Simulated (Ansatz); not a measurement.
# BBrH5NO2: the cost of one run

All numbers below are computed with Ansatz 0.2.0 (RKS B3LYP-D4/def2-SVP).

**1. The structure to begin with**

Bond lengths: B1–N2 1.805 Å, B1–O3 1.344 Å, B1–O4 1.345 Å, B1–Br6 2.387 Å, N2–H7 1.009 Å, N2–H8 1.010 Å, O3–H9 0.955 Å, O4–H10 0.955 Å. Angles: B1–N2–H7 111.1°, B1–N2–H8 117.2°, H7–N2–H8 112.0°, N2–B1–O3 106.8°, N2–B1–O4 115.6°, N2–B1–Br6 86.7°, O3–B1–O4 124.5°, O3–B1–Br6 109.0°, O4–B1–Br6 107.5°, B1–O3–H9 115.7°, B1–O4–H10 118.8°.

As a file:

```xyz
10

B    -0.1787   -0.5563    0.0361
N    -0.0335    1.1907   -0.3924
O    -0.2403   -1.2375   -1.1213
O    -0.9260   -0.8282    1.1207
H     1.2371    1.2096    0.0092
Br    2.0974   -0.4312    0.7436
H    -0.0913    1.3256   -1.3908
H    -0.6209    1.8399    0.1117
H    -0.4955   -2.1554   -1.0487
H    -0.7482   -0.3572    1.9319
```

**2. Pulling towards end A**

Springs on the bonds that form and break draw the guess towards this end; the thresholds are loose.

input.yaml

```yaml
crystal:
  periodic: [false, false, false]
  atoms:
    - { symbol: B, position_ang: [-0.1787, -0.5563, 0.0361] }
    - { symbol: "N", position_ang: [-0.0335, 1.1907, -0.3924] }
    - { symbol: O, position_ang: [-0.2403, -1.2375, -1.1213] }
    - { symbol: O, position_ang: [-0.926, -0.8282, 1.1207] }
    - { symbol: H, position_ang: [1.2371, 1.2096, 0.0092] }
    - { symbol: Br, position_ang: [2.0974, -0.4312, 0.7436] }
    - { symbol: H, position_ang: [-0.0913, 1.3256, -1.3908] }
    - { symbol: H, position_ang: [-0.6209, 1.8399, 0.1117] }
    - { symbol: H, position_ang: [-0.4955, -2.1554, -1.0487] }
    - { symbol: H, position_ang: [-0.7482, -0.3572, 1.9319] }
basis:
  gaussian: { orbitals: def2-SVP }
hamiltonian:
  xc: b3lyp
  dispersion: d4
relax:
  f_tol: 0.15
  max_steps: 25
  restrain:
    - { distance: [0, 5], at: 3.34, k: 30.0 }
    - { distance: [4, 1], at: 2.32, k: 30.0 }
    - { distance: [0, 1], at: 1.55, k: 30.0 }
    - { distance: [4, 5], at: 1.51, k: 30.0 }
```

Run with:

```console
> ansatz run input.yaml --threads 2 --pin off --max-ram 3072MiB --backend cpu --events-out ev --progress --plain --runs-dir out
```

Q: Estimate wall time and peak memory on 2 threads of Intel Xeon 6975P-C (Granite Rapids), shared host.

About 17 s, with a peak of 0.3 GiB.
